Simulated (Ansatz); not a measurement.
# CH6BIOSi: a ladder of functionals and wavefunction methods

One table from this session's results is given with a row withheld; the runs are named, their logs left out.

The runs use Ansatz 0.2.0, Gaussian basis; functionals in def2-TZVPP, the program's frozen cores in correlated methods.

Plan: PBE-D4, r2SCAN-D4, PBE0-D4, B3LYP-D4, ωB97X-V, ωB97M-V, B2PLYP; CCSD(T)/def2-TZVPP; MP2/def2-QZVPP; extrapolation to the limit.

### The geometry

The geometry comes from an earlier relaxation with PBE0-D4 in a triple-zeta def2 set; it is a stationary point, not always the lowest conformer. I takes the def2 core potential; no spin-orbit term is included.

SMILES `COB([SiH3])I`, 11 atoms, charge 0, spin multiplicity 1.

Atoms are counted from 1 here; the program's logs count them from 0.

Bond lengths: C1–O2 1.418 Å, C1–H6 1.091 Å, C1–H7 1.092 Å, C1–H8 1.091 Å, O2–B3 1.330 Å, B3–Si4 2.027 Å, B3–I5 2.162 Å, Si4–H9 1.492 Å, Si4–H10 1.487 Å, Si4–H11 1.486 Å. Angles: O2–C1–H6 108.3°, O2–C1–H7 111.7°, O2–C1–H8 108.3°, H6–C1–H7 109.7°, H6–C1–H8 109.1°, H7–C1–H8 109.7°, C1–O2–B3 124.8°, O2–B3–Si4 130.7°, O2–B3–I5 115.2°, Si4–B3–I5 114.0°, B3–Si4–H9 114.8°, B3–Si4–H10 108.4°, B3–Si4–H11 108.5°, H9–Si4–H10 108.1°, H9–Si4–H11 108.2°, H10–Si4–H11 108.8°.

The first run:

The input, in.yaml:

```yaml
crystal:
  periodic: [false, false, false]
  atoms:
    - {symbol: C, position_ang: [-1.186164, 1.247345, 0.670306]}
    - {symbol: O, position_ang: [-0.721061, 1.035786, -0.652834]}
    - {symbol: B, position_ang: [0.144144, 0.092341, -1.011960]}
    - {symbol: Si, position_ang: [1.087558, -1.325357, 0.087905]}
    - {symbol: I, position_ang: [0.643241, 0.051355, -3.114811]}
    - {symbol: H, position_ang: [-0.921673, 2.262783, 0.967498]}
    - {symbol: H, position_ang: [-0.749030, 0.532505, 1.370101]}
    - {symbol: H, position_ang: [-2.272080, 1.146722, 0.671140]}
    - {symbol: H, position_ang: [0.734519, -1.329619, 1.537408]}
    - {symbol: H, position_ang: [2.554166, -1.111199, -0.029574]}
    - {symbol: H, position_ang: [0.751679, -2.659664, -0.474579]}
basis:
  gaussian: {orbitals: def2-TZVPP}
hamiltonian: {xc: pbe, dispersion: d4}
output: {forces: true, orbitals: {seedname: orbitals}}
```

Command:

```bash
$ ansatz run in.yaml --threads 4 --pin off --events-out ev --progress --plain --max-ram 10444MiB
```

Steps of the session up to this table: PBE-D4 (GGA); r2SCAN-D4 (meta-GGA); PBE0-D4 (hybrid); B3LYP-D4 (hybrid); ωB97X-V (range-separated); ωB97M-V (range-separated); B2PLYP (double hybrid); CCSD(T) in def2-TZVPP; MP2 in def2-QZVPP.

One table of the session follows, with a row left open; its other results are not shown here.

It belongs to the step «Atomisation energies». 

| method | atomisation energy (kJ/mol) |
| --- | --- |
| PBE-D4 | 3855.9 |
| r2SCAN-D4 | 3817.2 |
| PBE0-D4 | 3799.7 |
| B3LYP-D4 | ? |
| ωB97X-V | 3808.0 |
| ωB97M-V | 3798.0 |
| B2PLYP | 3753.7 |
| HF/def2-TZVPP | 2820.4 |
| MP2/def2-TZVPP | 3761.0 |
| CCSD/def2-TZVPP | 3646.9 |
| CCSD(T)/def2-TZVPP | 3703.4 |
| MP2/CBS | 3859.2 |
| CCSD(T)/CBS | 3801.7 |

Estimate the missing values for B3LYP-D4.

The run gave: atomisation energy (kJ/mol): 3796.5. In the column «atomisation energy (kJ/mol)» it lies between MP2/def2-TZVPP (3761.0) and ωB97M-V (3798.0).
